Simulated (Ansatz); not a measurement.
# C₂H₅NSi: one species, many methods

An exercise on one series of results from a longer session: the logs are not shown, and one member is left open.

The runs use Ansatz 0.2.0, Gaussian basis; functionals in def2-TZVPP, the program's frozen cores in correlated methods.

The runs, in order: LDA (SPW92), PBE-D4, revPBE-D4, BLYP-D4, r2SCAN-D4, B97M-V, PBE0-D4, B3LYP-D4, r2SCANh-D4, r2SCAN0-D4, HSE06-D4, BHLYP-D4, CAM-B3LYP-D4, LC-ωPBE, ωB97X-V, ωB97M-V, B2PLYP, PBE-QIDH; CCSD(T)/def2-SVP; CCSD(T)/def2-TZVPP; MP2/def2-QZVPP; extrapolation to the limit; RPA on PBE.

## The relaxed structure

The geometry comes from an earlier relaxation with PBE0-D4 in a triple-zeta def2 set; it is a stationary point, not always the lowest conformer.

9 atoms, charge 0, spin multiplicity 1.

Atoms are counted from 1 here; the program's logs count them from 0.

Bond lengths: N1–C2 1.215 Å, N1–H5 1.016 Å, C2–C3 1.307 Å, C3–Si4 1.849 Å, C3–H6 1.086 Å, Si4–H7 1.485 Å, Si4–H8 1.487 Å, Si4–H9 1.488 Å. Angles: C2–N1–H5 117.8°, N1–C2–C3 174.1°, C2–C3–Si4 121.0°, C2–C3–H6 117.6°, Si4–C3–H6 121.5°, C3–Si4–H7 108.6°, C3–Si4–H8 110.9°, C3–Si4–H9 110.8°, H7–Si4–H8 109.5°, H7–Si4–H9 109.4°, H8–Si4–H9 107.7°.

The first run:

File in.yaml:

```yaml
crystal:
  periodic: [false, false, false]
  atoms:
    - {symbol: N, position_ang: [0.336327, 0.852558, -2.253733]}
    - {symbol: C, position_ang: [0.485740, 0.660269, -1.063641]}
    - {symbol: C, position_ang: [0.690758, 0.331455, 0.184885]}
    - {symbol: Si, position_ang: [-0.445944, -0.834161, 1.061496]}
    - {symbol: H, position_ang: [-0.241366, 1.638155, -2.537959]}
    - {symbol: H, position_ang: [1.547733, 0.771094, 0.685734]}
    - {symbol: H, position_ang: [-1.518649, -1.245716, 0.121185]}
    - {symbol: H, position_ang: [0.290326, -2.037141, 1.533310]}
    - {symbol: H, position_ang: [-1.056523, -0.182914, 2.251621]}
basis:
  gaussian: {orbitals: def2-TZVPP}
hamiltonian: {xc: lda}
output: {orbitals: {seedname: orbitals}}
```

Launch:

```sh
$ ansatz run in.yaml --threads 2 --pin off --events-out ev --progress --plain --max-ram 4352MiB
```

Steps of the session up to this table: LDA; PBE-D4 (GGA); revPBE-D4 (GGA); BLYP-D4 (GGA); r2SCAN-D4 (meta-GGA); B97M-V (meta-GGA); B3LYP-D4 (hybrid); r2SCANh-D4 (hybrid); r2SCAN0-D4 (hybrid); HSE06-D4 (hybrid); BHLYP-D4 (hybrid); CAM-B3LYP-D4 (range-separated); LC-ωPBE (range-separated); ωB97X-V (range-separated); ωB97M-V (range-separated); B2PLYP (double hybrid); PBE-QIDH (double hybrid).

One table of the session follows, with a row left open; its other results are not shown here.

It belongs to the step «Frontier levels by functional». 

| functional | HOMO (eV) | gap (eV) |
| --- | --- | --- |
| LDA (SPW92) | -6.03 | 4.56 |
| PBE-D4 | -5.90 | 4.65 |
| revPBE-D4 | -5.85 | 4.68 |
| BLYP-D4 | -5.76 | 4.64 |
| r2SCAN-D4 | -6.13 | 5.14 |
| B97M-V | ? | ? |
| PBE0-D4 | -7.07 | 6.88 |
| B3LYP-D4 | -6.85 | 6.42 |
| r2SCANh-D4 | -6.57 | 5.96 |
| r2SCAN0-D4 | -7.23 | 7.19 |
| HSE06-D4 | -6.67 | 6.10 |
| BHLYP-D4 | -8.12 | 9.09 |
| CAM-B3LYP-D4 | -8.35 | 9.33 |
| LC-ωPBE | -9.67 | 11.83 |
| ωB97X-V | -9.33 | 11.42 |
| ωB97M-V | -9.22 | 11.16 |

**Question.** Estimate the row for B97M-V.

The run gave: HOMO (eV): -6.23; gap (eV): 5.30. In the column «HOMO (eV)» it lies between r2SCANh-D4 (-6.57) and r2SCAN-D4 (-6.13).
